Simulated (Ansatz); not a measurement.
**YV: magnetic states**

One table from this session's results is given with a row withheld; the runs are named, their logs left out.

Computed with Ansatz 0.2.0 (DFT PBE, scalar-relativistic, plane waves, PAW, unless a step's input says otherwise).

## The structure to begin with

Symmetry: Pm-3m, No. 221, cubic system. The conventional cell has a = 3.604 Å, b = 3.604 Å, c = 3.604 Å, α = 90.00°, β = 90.00°, γ = 90.00°. V (site symmetry m-3m) has 8 Y at 3.12 Å as nearest neighbours. Y (site symmetry m-3m) is surrounded by 8 V at 3.12 Å.

As a file:

```cif
data_structure
_symmetry_space_group_name_H-M 'Pm-3m'
_symmetry_Int_Tables_number 221
_cell_length_a 3.6044
_cell_length_b 3.6044
_cell_length_c 3.6044
_cell_angle_alpha 90.000
_cell_angle_beta 90.000
_cell_angle_gamma 90.000
_cell_volume 46.83
loop_
_atom_site_label
_atom_site_type_symbol
_atom_site_symmetry_multiplicity
_atom_site_Wyckoff_symbol
_atom_site_fract_x
_atom_site_fract_y
_atom_site_fract_z
_atom_site_occupancy
V1 V 1 a 0.00000 0.00000 0.00000 1
Y1 Y 1 b 0.50000 0.50000 0.50000 1
```

The structure is invented: a known structure type filled with these elements, not a reported compound.

Set-up of the first run:

(A quick probe on a coarse mesh, which set the mesh and smearing, is not shown.)

Input file input.yaml:

```yaml
crystal:
  lattice:
    - [3.6043986357, 0.0, 0.0]
    - [0.0, 3.6043986357, 0.0]
    - [0.0, 0.0, 3.6043986357]
  atoms:
    - { symbol: V, position: [0.0, 0.0, 0.0], spin: 2.85 }
    - { symbol: "Y", position: [0.5, 0.5, 0.5], spin: 0.26 }
basis:
  ecutwfc: 420
kpoints:
  mp_grid: { grid: [12, 12, 12] }
hamiltonian:
  xc: pbe
scf:
  occupations: { method: gaussian, width: 0.1 }
output:
  forces: true
  stress: true
  eigenvalues: true
  populations: true
  write_density: true
  write_potential: true
  elf: true
  volumetric_format: npy
magnetization:
  spin_polarized: true
relax:
  adjacent_minimum: "off"
  f_tol: 0.01
  max_steps: 80
  cell: { stress_tol: 0.05 }
```

Run with:

```sh
$ ansatz run input.yaml --threads 1 --pin off --max-ram 2560MiB --backend cpu --events-out ev --progress --plain --runs-dir out
```

Among the steps run: Full relaxation; Magnetic start: no spin polarisation; Magnetic start: ferromagnetic; Start: large parallel starting moments; Magnetic start: antiferromagnetic, doubled cell, propagation vector (0, 0, 1/2); Start: antiferromagnetic, doubled cell, propagation vector (0, 1/2, 1/2); Start: antiferromagnetic, doubled cell, propagation vector (1/2, 1/2, 1/2); Start: small parallel starting moments.

One of the session's tables, all rows but one given; the rest of the session is left out.

It belongs to the step «Which state is lowest». 

| start | energy above the lowest (meV/atom) | pressure (GPa) |
| --- | --- | --- |
| antiferromagnetic, doubled cell, propagation vector (1/2, 1/2, 1/2) | 0.00 | -1.4 |
| antiferromagnetic, doubled cell, propagation vector (0, 1/2, 1/2) | ? | ? |
| antiferromagnetic, doubled cell, propagation vector (0, 0, 1/2) | 112 | -1.5 |
| ferromagnetic | 115 | 0.0 |
| large parallel starting moments | 115 | 0.0 |
| small parallel starting moments | 115 | 0.0 |
| no spin | 400 | -5.3 |

**Question.** Estimate the row for antiferromagnetic, doubled cell, propagation vector (0, 1/2, 1/2).

As computed: energy above the lowest (meV/atom): 82.6; pressure (GPa): -0.7. In the column «energy above the lowest (meV/atom)» it lies between antiferromagnetic, doubled cell, propagation vector (1/2, 1/2, 1/2) (0.00) and antiferromagnetic, doubled cell, propagation vector (0, 0, 1/2) (112).

Limits of these values: Only these starts were tried, so a lower state is not ruled out. Warnings in the runs' records: stability check not made.
